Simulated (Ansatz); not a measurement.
H₇NOSiSn, SMILES [OH][SnH2][NH][SiH3], a geometry optimisation

Computed with Ansatz 0.2.0 through its Python package.

Script `h7nosisn_opt.py`:
```python
"""Minimum-energy structure of H7NOSiSn."""

import itertools

import ansatz as az
from ase.data import atomic_numbers, covalent_radii
import numpy as np

params = {
    "basis_set": "def2-SVP",
    "functional": "hf",
}

geometry_ang = [
    ("O", (-1.5185, 1.4004, 1.2285)),
    ("Sn", (-0.4406, 1.3319, -0.4076)),
    ("N", (-0.3692, -0.6209, -1.0586)),
    ("Si", (0.6297, -1.5242, 0.2061)),
    ("H", (-0.9982, 1.0666, 1.921)),
    ("H", (-1.1354, 2.3385, -1.6732)),
    ("H", (1.2014, 1.912, -0.0326)),
    ("H", (0.2987, -0.6115, -1.9086)),
    ("H", (1.8841, -0.9126, 0.4589)),
    ("H", (0.7251, -2.9271, -0.2046)),
    ("H", (-0.2115, -1.5101, 1.4913)),
]
h7nosisn = az.Crystal.molecule()
for symbol, xyz in geometry_ang:
    h7nosisn = h7nosisn.atom(symbol, xyz)

base = (
    h7nosisn.calculation()
    .basis(gaussian=params["basis_set"])
    .functional(params["functional"])
)
symbols = [site.symbol for site in h7nosisn.cartesian_sites]
start = np.array([site.position_ang for site in h7nosisn.cartesian_sites], dtype=float)
report = base.relax(force_tolerance=0.005, max_steps=100).run(threads=1, pin="off").report
end = np.array(report["positions_ang"])

print(f"E = {report['free_energy_ev']:.6f} eV = {report['free_energy_ev'] / 27.211386246:.7f} Ha")
print("converged:", report["converged"], " doubts:", report["published_state_doubts"] or "none")

# pairs closer than 1.2 times the sum of covalent radii, before or after
radius = [covalent_radii[atomic_numbers[s]] for s in symbols]
span = lambda where, i, j: np.linalg.norm(where[i] - where[j])
bonded = [(i, j) for i, j in itertools.combinations(range(len(symbols)), 2) if min(span(start, i, j), span(end, i, j)) < 1.2 * (radius[i] + radius[j])]
print("pair        before    after (A)")
for i, j in bonded:
    print(f"{symbols[i]}{i}-{symbols[j]}{j}".ljust(10), f"{span(start, i, j):8.4f} {span(end, i, j):8.4f}")
for first, second in list(itertools.combinations(bonded, 2)):
    shared = set(first) & set(second)
    if shared and symbols[(j := shared.pop())] != "H":
        i, k = sorted((set(first) | set(second)) - {j})
        u, v = end[i] - end[j], end[k] - end[j]
        angle = np.degrees(np.arccos(np.clip(u @ v / np.linalg.norm(u) / np.linalg.norm(v), -1, 1)))
        print(f"final angle {symbols[i]}{i}-{symbols[j]}{j}-{symbols[k]}{k}: {angle:.2f} deg")

charges = report["charge_distribution"]
dipole = np.array(charges["dipole_moment_e_ang"]) * 4.803205
print("dipole (D): {:.3f} {:.3f} {:.3f}, length {:.3f}".format(*dipole, np.linalg.norm(dipole)))
print("atom  Mulliken   Lowdin")
for symbol, m, l in zip(symbols, charges["mulliken_charges_e"], charges["lowdin_charges_e"]):
    print(f"{symbol:4s} {m:9.3f} {l:8.3f}")
with open("h7nosisn_opt.xyz", "w") as handle:
    handle.write(f"{len(symbols)}\nrelaxed H7NOSiSn\n")
    handle.writelines(f"{s:2s} {x:11.6f} {y:11.6f} {z:11.6f}\n" for s, (x, y, z) in zip(symbols, end))
```

```console
$ python h7nosisn_opt.py
E = -17292.508920 eV = -635.4879815 Ha
converged: True  doubts: none
pair        before    after (A)
O0-Sn1       1.9605   1.9670
O0-H4        0.9283   0.9445
Sn1-N2       2.0597   2.0288
Sn1-H5       1.7600   1.6978
Sn1-H6       1.7814   1.7019
N2-Si3       1.8475   1.7275
N2-H7        1.0811   1.0058
Si3-H8       1.4183   1.4855
Si3-H9       1.4649   1.4862
Si3-H10      1.5361   1.4835
final angle Sn1-O0-H4: 118.99 deg
final angle O0-Sn1-N2: 109.01 deg
final angle O0-Sn1-H5: 103.66 deg
final angle O0-Sn1-H6: 109.77 deg
final angle N2-Sn1-H5: 110.19 deg
final angle N2-Sn1-H6: 107.67 deg
final angle Sn1-N2-Si3: 131.20 deg
final angle Sn1-N2-H7: 113.53 deg
final angle H5-Sn1-H6: 116.35 deg
final angle Si3-N2-H7: 115.24 deg
final angle N2-Si3-H8: 112.64 deg
final angle N2-Si3-H9: 112.65 deg
final angle N2-Si3-H10: 107.73 deg
final angle H8-Si3-H9: 106.74 deg
final angle H8-Si3-H10: 108.57 deg
final angle H9-Si3-H10: 108.39 deg
dipole (D): 0.781 -0.306 -0.341, length 0.905
atom  Mulliken   Lowdin
O       -0.667   -0.136
Sn       1.209    0.529
N       -0.874   -0.194
Si       0.808    0.408
H        0.200   -0.044
H       -0.157   -0.103
H       -0.168   -0.107
H        0.178    0.004
H       -0.176   -0.125
H       -0.177   -0.125
H       -0.175   -0.108
```

`h7nosisn_opt.xyz`, as written:
```text
11
relaxed H7NOSiSn
O    -2.119576    1.663133    0.585887
Sn   -0.323622    1.514132   -0.202509
N     0.031869   -0.426754   -0.674317
Si    0.995265   -1.629563    0.106392
H    -2.360398    1.080819    1.289500
H    -0.426658    2.451046   -1.614641
H     0.846730    1.991552    0.937136
H    -0.467387   -0.739774   -1.489415
H     2.062068   -2.168868   -0.775536
H     0.194200   -2.792560    0.569430
H     1.633109   -1.000163    1.288671
```

Caveats:
- Total energies depend on the basis set; only differences at equal settings carry meaning.
- The end point is the stationary point reached from this start; no frequency run checks that it is a minimum, and the basis set is modest.
- def2 sets replace the cores of elements past krypton by effective core potentials.
- The Löwdin charges here are taken after orthogonalising the functions within each atom; they differ from plain Löwdin charges, and their signs can be unphysical.
- Run time: 93 s on 1 thread of Arm Neoverse V2 (shared host), peak memory 0.31 GiB.
